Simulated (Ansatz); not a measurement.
Li3Sn, space group Fm-3m, Fermi-surface readings

Computed with Ansatz 0.2.0 through its Python package.

The script reads `li3sn.extxyz`:
```text
4
Lattice="0.0 3.27187208 3.27187208 3.27187208 0.0 3.27187208 3.27187208 3.27187208 0.0" Properties=species:S:1:pos:R:3 pbc="T T T"
Li    1.63593604    1.63593604    1.63593604
Li    4.90780812    4.90780812    4.90780812
Li    3.27187208    3.27187208    3.27187208
Sn    0.00000000    0.00000000    0.00000000
```

The cells in order, each with its output:

**Cell 1**
```python
import ansatz as az
```

**Cell 2**
```python
system = az.Crystal.from_extxyz("li3sn.extxyz")
```

**Cell 3**
```python
len(system.resolved().sites)
```
Output:
```text
4
```

**Cell 4**
```python
calculation = (
    system.calculation()
    .functional("r2scan")
    .pseudopotentials("paw")
    .kpoints(7)
    .occupations(az.OccupationsMethod.FERMI_DIRAC, width=0.1)
    .eigenstates(nscf_kmesh=(8, 8, 8), level_slopes=True)
)
surface = calculation.run(threads=1, backend="cpu").fermi_surface().to_plain()
for way, reading in surface.items():
    if reading:
        rho_lambda = [f"{v:.3e}" for v in reading["resistivity_times_mean_free_path_ohm_m2"]]
        print(f"{way:24s} area {reading['spin_summed_area_per_ang2']:8.3f} 1/A^2  rho*lambda (ohm m^2) {rho_lambda}")
```
Output:
```text
DeckWarning: basis.ecutwfc = 500 eV, auto-derived from the records' recommended cutoffs: set by Li (their level for a meta-GGA)
by_tetrahedra            area   24.921 1/A^2  rho*lambda (ohm m^2) ['1.227e-15', '1.227e-15', '1.227e-15']
by_slopes                area   21.862 1/A^2  rho*lambda (ohm m^2) ['1.398e-15', '1.398e-15', '1.398e-15']
on_every_second_point    area   21.666 1/A^2  rho*lambda (ohm m^2) ['1.411e-15', '1.411e-15', '1.411e-15']
```

For a metal this k-point mesh is coarse: on a finer one energies can move by several to tens of meV an atom and pressures by half a GPa or more, differences at one mesh by less. This cell is a computed structure, which may not be the phase found in nature. Warnings are shown shortened and without file and line. The three readings differ by the mesh error. Hardware and time: 7.3 s on 1 thread of AMD EPYC 7R43 64-Core Processor (Zen 3) (shared host), peak memory 0.54 GiB.

(Lines on the test bed's own set-up are left out of the output.)
